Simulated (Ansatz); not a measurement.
# Ge: the cost of one run

Program: Ansatz 0.2.0. Level of theory: DFT r2SCAN, scalar-relativistic, plane waves, PAW. These are calculated values, not measurements.

## Step 1: The system as given

It takes space group Fd-3m (No. 227, cubic). Conventional cell: a = 5.658 Å, b = 5.658 Å, c = 5.658 Å, α = 90.00°, β = 90.00°, γ = 90.00°. Ge (site symmetry -43m) has 4 Ge at 2.45 Å as nearest neighbours.

Structure file:

```xyz
2
Lattice="0.0000 2.8290 2.8290 2.8290 0.0000 2.8290 2.8290 2.8290 0.0000" Properties=species:S:1:pos:R:3 pbc="T T T"
Ge    0.0000    0.0000    0.0000
Ge    1.4145    1.4145    1.4145
```

## Step 2: Relaxing cell and atoms: Ge, no spin

input.yaml

```yaml
crystal:
  lattice:
    - [0.0, 2.829, 2.829]
    - [2.829, 0.0, 2.829]
    - [2.829, 2.829, 0.0]
  atoms:
    - { symbol: Ge, position: [0.0, 0.0, 0.0] }
    - { symbol: Ge, position: [0.25, 0.25, 0.25] }
scf:
  occupations: { method: gaussian, width: 0.01 }
output:
  forces: true
  stress: true
  eigenvalues: true
hamiltonian:
  xc: r2scan
kpoints:
  mp_grid: { grid: [10, 10, 10] }
relax:
  f_tol: 0.002
  cell: { stress_tol: 0.02 }
```

Command:

```
$ ansatz run input.yaml --threads 2 --pin off --max-ram 6144MiB --backend cpu --events-out ev --progress --plain --runs-dir out
```

What time and memory should one allow on 2 threads of Intel Xeon at 2.30GHz, shared host?

About 6 s, with a peak of 0.52 GiB.
